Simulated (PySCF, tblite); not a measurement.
# C₇H₁₁P: geometry, infrared bands and NMR shifts

Wanted: the infrared bands and NMR shifts of C₇H₁₁P (`C=CP1CCC=C1C`), by calculation.

The runs use tblite 0.8.0 and PySCF 2.14.0, with density-fitted response routines of our own; the level of theory stands in each step. All values are computed, except where a source is named. Atoms are numbered from 0 throughout.

## (1) The molecule as given

19 atoms, charge 0, multiplicity 1; geometry from: force field or distance geometry start.

Bonds of the start (Å): C0–C1 1.35, C1–P2 1.83, P2–C3 1.91, C3–C4 1.50, C4–C5 1.45, C5–C6 1.32, C6–C7 1.49, C6–P2 1.87, C0–H8 1.09, C0–H9 1.08, C1–H10 1.08, C3–H11 1.11, C3–H12 1.10, C4–H13 1.12, C4–H14 1.12, C5–H15 1.10, C7–H16 1.10, C7–H17 1.11, C7–H18 1.12.

## (2) Relaxing the molecule with GFN2-xTB

The job: settings as JSON, then the geometry in Å.

```
{"job": {"kind": "relax", "xc": "GFN2-xTB", "basis": "xTB"}, "charge": 0, "multiplicity": 1}
C      2.895000    -0.799700     0.315300
C      1.906700     0.024900    -0.075600
P      0.440300     0.158100     1.012000
C     -0.254900     1.901200     0.646200
C     -0.814500     1.536000    -0.695900
C     -1.458900     0.242100    -0.718300
C     -0.973500    -0.668600     0.104900
C     -1.441900    -2.068700     0.292800
H      2.855500    -1.387700     1.232500
H      3.776800    -0.907600    -0.292400
H      2.021300     0.570600    -0.995900
H     -1.053500     2.143100     1.382800
H      0.564000     2.634400     0.623400
H     -1.483200     2.334600    -1.097000
H      0.068500     1.509500    -1.378200
H     -2.318000    -0.004100    -1.366100
H     -1.793900    -2.185200     1.329400
H     -0.615500    -2.771800     0.036100
H     -2.330000    -2.252000    -0.363700
```

Command:

```console
OMP_NUM_THREADS=1 python probes_run.py task.json out
```

The driver reads the jobs from task.json and runs them one after another.

**Question.** This job is followed by: GFN2-xTB harmonic vibrations, gas phase; GIAO PBE0/pcSseg-1 NMR shielding, non-relativistic, gas phase. What will the session give for the following? strongest single infrared mode (GFN2-xTB); zero-point energy (GFN2-xTB); 13C shifts against TMS (PBE0/pcSseg-1); 1H shifts against TMS (PBE0/pcSseg-1, means over atoms taken as alike); 31P shifts against H3PO4 (PBE0/pcSseg-1).

**Answer**, as computed:

| quantity | value |
| --- | --- |
| strongest single infrared mode (GFN2-xTB) | 3057 cm⁻¹, 73 km/mol |
| zero-point energy (GFN2-xTB) | 98.0 kcal/mol |
| 13C shifts against TMS (PBE0/pcSseg-1) | 151.0, 149.9, 141.3, 135.4, 38.7, 28.8, 19.6 ppm |
| 1H shifts against TMS (PBE0/pcSseg-1, means over atoms taken as alike) | 6.60, 6.08, 6.06, 5.97, 2.88, 2.02, 1.99 ppm |
| 31P shifts against H3PO4 (PBE0/pcSseg-1) | -10.0 ppm |

**Reading.** Over 84 steps the energy fell by 0.711 eV; of the close pairs, C4–C5 changed most, 1.446 to 1.496 Å. No mode is imaginary among the 51: a minimum at this level. The strongest single mode, at 3057 cm⁻¹, moves mainly H15. Unscaled tight-binding wavenumbers are off by several per cent, some by more. Its intensities can rank the bands wrongly.
